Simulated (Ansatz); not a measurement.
B, space group P6/mmm, a phonon calculation by finite displacements

Computed with Ansatz's Python interface.

Interactive session:
```pycon
>>> from pathlib import Path
>>> import ansatz
>>> import numpy as np
>>> from pymatgen.core import Lattice, Structure
>>> from pymatgen.io.ase import AseAtomsAdaptor
>>> SIGMA = 0.05
>>> FUNCTIONAL = "r2scan"
>>> KMESH = (18, 18, 8)
>>> pmg_structure = Structure(
...     Lattice([(1.702434, 0.0, 0.0), (-0.851217, 1.474351, 0.0), (0.0, 0.0, 3.635423)]),
...     ["B"],
...     [
...         (0.0, 0.0, 0.0),
...     ],
... )
>>> xtal = ansatz.Crystal.from_ase(AseAtomsAdaptor.get_atoms(pmg_structure))
>>> path = [
...     ("G", (0.0, 0.0, 0.0)),
...     ("M", (0.5, 0.0, 0.0)),
...     ("K", (0.33333, 0.33333, 0.0)),
...     ("G", (0.0, 0.0, 0.0)),
...     ("A", (0.0, 0.0, 0.5)),
... ]
>>> model = (
...     xtal.calculation()
...     .occupations(ansatz.OccupationsMethod.FERMI_DIRAC, width=SIGMA)
...     .functional(FUNCTIONAL)
...     .kpoints(*KMESH)
...     .phonons("fd", supercell=2, path=[q for _, q in path], intervals=8)
... )
>>> res = model.run(threads=1, runs_dir="out")
DeckWarning: basis.ecutwfc = 500 eV, auto-derived from the records' recommended cutoffs: set by B (their level for a meta-GGA)
RunWarning: phonons: 9 modes above zero would be rigid motions if what is in doubt were free, and are counted in the zero-point energy, free energy, entropy and heat capacity. With what each adds to F at 1000 K, by the weight of its row in the mesh: 17.51 [...]
RunWarning: on the 42×42×18 q-mesh 1655 entries of the irreducible table, 9.824e-1 modes per cell, the lowest at -331.06 cm⁻¹, stand at or below zero and are read as no rigid motion or as one in doubt: the zero-point energy, F, S and C_V leave that weight [...]
>>> folder = Path(res.output_folder) / "results"
>>> ph = res.phonons
>>> print("modes at Gamma (1/cm):", np.round(ph.gamma_omega_inv_cm, 1) + 0.0)
modes at Gamma (1/cm): [0. 0. 0.]
>>> print(f"{ph.n_members} displaced supercells, sum-rule residual {ph.asr_residual_pre_ev_ang2:.1e} eV/A^2")
1 displaced supercells, sum-rule residual 1.5e-03 eV/A^2
>>> table = np.loadtxt(folder / "phbands.tsv", comments="#")
>>> n_modes = len(ph.gamma_omega_inv_cm)
>>> omega = table[:, 1 : 1 + n_modes]
>>> print("q distance and wavenumbers (1/cm)")
q distance and wavenumbers (1/cm)
>>> for row in table[::2]:
...     print(f"{row[0]:7.3f}", " ".join(f"{v:7.1f}" for v in row[1 : 1 + n_modes]))
...
  0.000     0.0     0.0     0.0
  0.533  -113.8   341.6   425.0
  1.065  -210.2   631.2   785.3
  1.598  -274.7   824.7  1026.1
  2.131  -297.3   892.7  1110.6
  2.438  -299.8   912.1  1109.9
  2.746  -305.8   961.8  1106.0
  3.053  -312.3  1021.4  1094.3
  3.361  -315.4  1068.7  1068.7
  3.976  -297.3   951.9  1060.4
  4.591  -235.1   724.8   862.3
  5.206  -130.3   393.6   484.6
  5.822     0.0     0.0     0.0
  6.038    -0.6    -0.6    38.6
  6.254    -1.1    -1.1    71.3
  6.470    -1.5    -1.5    93.1
  6.686    -1.6    -1.6   100.8
>>> print(f"lowest {omega.min():.1f}, highest {omega.max():.1f} 1/cm on the path;", "unstable" if omega.min() < -10 else "no imaginary branch")
lowest -315.4, highest 1110.6 1/cm on the path; unstable
```

The cell isn't relaxed first, so the values belong to this volume. For a metal this k-point mesh is coarse: on a finer one energies can move by several to tens of meV an atom and pressures by half a GPa or more, differences at one mesh by less. Some modes are imaginary (printed negative) at these settings, from an unstable structure or from unconverged force constants, so sums over modes carry no meaning. This isn't the structure that B takes at ambient conditions. Warnings are shown shortened and without file and line. The structure is taken as given and the supercell is small; imaginary modes can come from an unrelaxed or unstable start. Phonons of metals also depend on mesh and smearing. It ran for 33 s on 1 thread of Arm Neoverse V2, on a shared host, peak memory 0.78 GiB.

(Lines on the test bed's own set-up are left out of the output.)
